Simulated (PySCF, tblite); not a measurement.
**C4H10F2GeSi: geometry, infrared bands and NMR shifts**

Wanted: the infrared bands and NMR shifts of C4H10F2GeSi (`F[C@@H]1[CH2][GeH2][CH2]C[Si@H]1F`), by calculation.

Programs: tblite 0.8.0 and PySCF 2.14.0, with density-fitted response routines of our own. Each step states its level of theory. These are calculated values for one molecule in the gas phase, unless marked as measured. Atoms count from 0, in the outputs and in this text.

## Step 1: The molecule as given

18 atoms, charge 0, multiplicity 1; geometry from: force field or distance geometry start.

Bonds of the start (Å): F0–C1 1.38, C1–C2 1.52, C2–Ge3 1.94, Ge3–C4 1.93, C4–C5 1.53, C5–Si6 1.87, Si6–F7 1.69, Si6–C1 1.88, C1–H8 1.10, C2–H9 1.11, C2–H10 1.11, Ge3–H11 1.53, Ge3–H12 1.57, C4–H13 1.11, C4–H14 1.11, C5–H15 1.09, C5–H16 1.12, Si6–H17 1.45.

## Step 2: Geometry optimisation with GFN2-xTB

Job settings and geometry (Å):

```
{"job": {"kind": "relax", "xc": "GFN2-xTB", "basis": "xTB"}, "charge": 0, "multiplicity": 1}
F     -1.125400    -0.330800    -1.764000
C     -1.186300    -1.075900    -0.606400
C     -1.699700    -0.134700     0.477900
Ge    -0.624800     1.470100     0.361200
C      1.267100     1.111700     0.244900
C      1.594900    -0.056000    -0.687500
Si     0.563300    -1.464200    -0.027800
F      0.630600    -1.347800     1.659600
H     -1.782300    -1.993000    -0.692900
H     -1.510100    -0.646900     1.443200
H     -2.791500     0.043300     0.392600
H     -1.057900     2.268500    -0.869500
H     -0.858200     2.281500     1.687200
H      1.644500     0.804500     1.240500
H      1.844000     1.983200    -0.116400
H      1.372500     0.173800    -1.733500
H      2.683200    -0.300300    -0.584000
H      1.027300    -2.780600    -0.436900
```

Started as:

```
OMP_NUM_THREADS=1 python probes_run.py task.json out
```

This one command runs all jobs of the session in turn.

**Question.** This job is followed by: GFN2-xTB harmonic vibrations, gas phase; GIAO PBE0/pcSseg-1 NMR shielding, non-relativistic, gas phase. What will the session give for the following? strongest single infrared mode (GFN2-xTB); zero-point energy (GFN2-xTB); ¹³C shifts against TMS (PBE0/pcSseg-1); ¹H shifts against TMS (PBE0/pcSseg-1); ¹⁹F shifts against CFCl3 (PBE0/pcSseg-1); ⁷³Ge shifts against GeMe4 (PBE0/pcSseg-1); ²⁹Si shifts against TMS (PBE0/pcSseg-1).

The runs gave:

```
                                 quantity                                                           value
strongest single infrared mode (GFN2-xTB)                                           2022 cm⁻¹, 438 km/mol
             zero-point energy (GFN2-xTB)                                                   79.6 kcal/mol
   ¹³C shifts against TMS (PBE0/pcSseg-1)                                       88.4, 20.0, 13.0, 7.8 ppm
    ¹H shifts against TMS (PBE0/pcSseg-1)  5.40, 5.05, 4.16, 3.82, 2.07, 1.63, 1.56, 1.41, 1.40, 1.21 ppm
 ¹⁹F shifts against CFCl3 (PBE0/pcSseg-1)                                              -220.6, -241.1 ppm
⁷³Ge shifts against GeMe4 (PBE0/pcSseg-1)                                                        -167 ppm
  ²⁹Si shifts against TMS (PBE0/pcSseg-1)                                                         4.5 ppm
```

The optimisation took 73 steps and gained 0.613 eV; among the close pairs (by a distance rule), Si6–F7 changed most, from 1.693 to 1.621 Å. All 48 modes are real, so the xTB geometry is a minimum. The strongest single mode, at 2022 cm⁻¹, moves mainly H11. GFN2-xTB is a fitted tight-binding method: band positions and strengths are rough. Its intensities can rank the bands wrongly. The most deshielded hydrogen is H8 (hydrogen on an sp3 CH bonded to F and Si), at 5.40 ppm: its carbon carries F, which withdraws density. At PBE0/pcSseg-1: The largest span, 155 ppm, is at Ge3, where the paramagnetic term is -1257 ppm. Spin-orbit coupling is left out, which matters for shieldings and couplings at and beside the heavy atoms.
